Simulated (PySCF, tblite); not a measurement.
# C₈H₁₂OSi: geometry, infrared bands and NMR shifts

Aim: predict the infrared bands and NMR shifts of C₈H₁₂OSi (`C#C/C=C(/C(C)=O)[SiH](C)C`).

The runs use tblite 0.8.0 and PySCF 2.14.0, with density-fitted response routines of our own; the level of theory stands in each step. All values are computed, except where a source is named. Atoms are numbered from 0 throughout.

**1. The molecule as given**

22 atoms, charge 0, multiplicity 1; geometry from: force field or distance geometry start.

Bonds of the start (Å): C0–C1 1.19, C1–C2 1.44, C2–C3 1.34, C3–C4 1.52, C4–C5 1.51, C4–O6 1.22, C3–Si7 1.86, Si7–C8 1.86, Si7–C9 1.87, C0–H10 1.07, C2–H11 1.07, C5–H12 1.10, C5–H13 1.10, C5–H14 1.09, Si7–H15 1.48, C8–H16 1.09, C8–H17 1.10, C8–H18 1.10, C9–H19 1.10, C9–H20 1.09, C9–H21 1.09.

**2. Geometry optimisation with GFN2-xTB**

Job settings and geometry (Å):

```
{"job": {"kind": "relax", "xc": "GFN2-xTB", "basis": "xTB"}, "charge": 0, "multiplicity": 1}
C      0.215900     3.295800    -1.792700
C      0.683000     2.329000    -1.290800
C      1.283600     1.172100    -0.674500
C      0.580200     0.180200    -0.115100
C      1.344200    -0.968100     0.514800
C      2.664900    -1.373500    -0.096300
O      0.908500    -1.552100     1.492000
Si    -1.267100     0.059600     0.060700
C     -1.822300     0.596000     1.747800
C     -1.893500    -1.658200    -0.335100
H     -0.227900     4.159200    -2.245700
H      2.357300     1.163700    -0.688300
H      3.469300    -0.776700     0.355700
H      2.851700    -2.432500     0.115100
H      2.654200    -1.246500    -1.178700
H     -1.907400     0.964400    -0.924000
H     -1.418200    -0.048300     2.529000
H     -2.919700     0.568100     1.825200
H     -1.500300     1.625400     1.961400
H     -1.522800    -2.389000     0.393300
H     -1.559800    -1.965700    -1.328800
H     -2.984200    -1.683500    -0.325900
```

Started as:

```console
OMP_NUM_THREADS=1 python probes_run.py task.json out
```

This one command runs all jobs of the session in turn.

**Question.** This job is followed by: GFN2-xTB harmonic vibrations, gas phase; GIAO PBE0/pcSseg-1 NMR shielding, non-relativistic, gas phase. Predict these results of the whole session: strongest single infrared mode (GFN2-xTB); zero-point energy (GFN2-xTB); 13C shifts against TMS (PBE0/pcSseg-1, means over atoms taken as alike); 1H shifts against TMS (PBE0/pcSseg-1, means over atoms taken as alike); 17O shifts against H2O (PBE0/pcSseg-1); 29Si shifts against TMS (PBE0/pcSseg-1).

**Answer**, as computed:

| quantity | value |
| --- | --- |
| strongest single infrared mode (GFN2-xTB) | 2176 cm⁻¹, 290 km/mol |
| zero-point energy (GFN2-xTB) | 105.7 kcal/mol |
| 13C shifts against TMS (PBE0/pcSseg-1, means over atoms taken as alike) | 209.1, 166.7, 135.0, 106.8, 86.0, 28.8, -2.7 ppm |
| 1H shifts against TMS (PBE0/pcSseg-1, means over atoms taken as alike) | 6.82, 5.03, 3.72, 2.33, 0.27 ppm |
| 17O shifts against H2O (PBE0/pcSseg-1) | 689.9 ppm |
| 29Si shifts against TMS (PBE0/pcSseg-1) | -24.4 ppm |

The optimisation took 76 steps and gained 0.186 eV; among the close pairs (by a distance rule), C3–C4 changed most, from 1.516 to 1.469 Å. All 60 modes are real, so the xTB geometry is a minimum. The strongest single mode, at 2176 cm⁻¹, moves mainly H15. Unscaled tight-binding wavenumbers are off by several per cent, some by more. Its intensities can rank the bands wrongly. The most deshielded carbon is C4 (ketone carbonyl carbon), at 209.1 ppm: low-lying n→π* states of the double bond to the heteroatom give a large paramagnetic term (-271 ppm). The most deshielded hydrogen is H11 (hydrogen on a β carbon of a C=C–C=O unit), at 6.82 ppm: olefinic region. At PBE0/pcSseg-1: Shielding is most anisotropic at O6 (span 1320 ppm, paramagnetic term -758 ppm).
